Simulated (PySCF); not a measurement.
The system is SCuH, in a box.

```
S Cu H
1.0
    12.00000    0.00000    0.00000
     0.00000   11.00000    0.00000
     0.00000    0.00000   11.00000
S Cu H
1 1 1
Direct
  0.43755 0.56020 0.47229
  0.58933 0.51529 0.55955
  0.41284 0.44362 0.44663
```

Base run:

* Program: PySCF 2.14.0
* Functional: SVWN5
* Potentials or basis: 6-31g* (all-electron)
* k mesh: 1 × 1 × 1
* Occupations: fixed
* Spin: no spin polarisation

Its results: gap between the frontier levels 0.58 eV.

After a change of settings the same cell gave: gap between the frontier levels 3.95 eV. Which change was it?
A. functional from SVWN5 to SCAN0
B. functional from SVWN5 to M06-L; dispersion from none to D3
C. functional from SVWN5 to LC-wPBE; dispersion from none to D3(BJM)
D. functional from SVWN5 to PBE

A.

SCAN0 gives the wider gap, since exact exchange removes part of the self-interaction.

Caveats: this is a molecule in a periodic box at the Γ point, so its band gap is the HOMO-LUMO gap; the basis of atomic orbitals isn't converged, which shifts pressures, moduli and gaps.

Not every run made on this cell is shown here.
